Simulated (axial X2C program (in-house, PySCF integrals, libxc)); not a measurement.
# A two-component session on GaN⁺: properties at the nuclei

Aim: properties at the nuclei of GaN⁺, with spin–orbit coupling in the Hamiltonian from the start.

Program: an in-house X2C program for linear molecules on PySCF integrals. Level of theory: two-component X2C with atomic mean-field terms, Ga dyall-cv3z, N dyall-av3z. These are calculated values, not measurements.

### Step 1. The job

Input file task.json:

```json
{
 "zs": [
  31,
  7
 ],
 "q": 1,
 "bas": [
  "dyall-cv3z",
  "dyall-av3z"
 ],
 "r0": 1.77,
 "levels": [
  "PBE0",
  "HF",
  "r2SCAN",
  "PBE",
  "PBE50"
 ],
 "nst": 3
}
```

Keys: zs atomic numbers; q charge; bas basis sets; r0 starting distance in Å; levels methods (HF also brings MP2); nst determinants followed.

On the command line:

```sh
$ python soeom.py task.json out
```

After this run come: Expectation values, lowest determinant; Expectation values, a higher determinant; Expectation values, a higher determinant.

**Question.** What will these runs give? Wanted: lowest determinant; Eeff magnitude; Ws magnitude Ga; A∥/gI Ga; qzz Ga; higher determinant (for each run or level that gives them).

**Answer**, as computed:

```
                                        quantity                                                  value
                              lowest determinant                Ω = 3/2 (excess of +ω over −ω: ω = 3/2)
                    Eeff magnitude (GV/cm), PBE0                                                  0.898
                     Ws magnitude Ga (kHz), PBE0                                                  0.259
                            A∥/gI Ga (MHz), PBE0                                                   96.1
                             qzz Ga (a.u.), PBE0                                                  -0.36
                              higher determinant  Ω = 1/2 (excess of +ω over −ω: 2 × ω = -1/2, ω = 3/2)
Eeff magnitude (GV/cm), PBE0, higher determinant                                                   1.28
 Ws magnitude Ga (kHz), PBE0, higher determinant                                                   1.11
        A∥/gI Ga (MHz), PBE0, higher determinant                                                   -512
         qzz Ga (a.u.), PBE0, higher determinant                                                  -0.49
                              higher determinant                Ω = 1/2 (excess of +ω over −ω: ω = 1/2)
Eeff magnitude (GV/cm), PBE0, higher determinant                                                    1.1
 Ws magnitude Ga (kHz), PBE0, higher determinant                                                  0.948
        A∥/gI Ga (MHz), PBE0, higher determinant                                                    426
         qzz Ga (a.u.), PBE0, higher determinant                                                  -0.36
```

In the first state, the effective field runs from 0.849 to 1.07 GV/cm over the mean-field levels. The expectation values come from single determinants, which for open shells can mix terms of unlike spin or miss the lowest Ω, so a determinant need not be a state. Eeff is the effective electric field on the electron dipole moment in this Ω state and Ws the scalar–pseudoscalar constant (defined with the proton number Z and per Ω); A∥ is the parallel hyperfine constant, which follows by multiplying with the nuclear g factor gI = μI/(I μN); qzz is the electric field gradient, eQq0 = 234.96 MHz × Q/barn × qzz. The operators were transformed with the bare-nucleus X2C matrices.
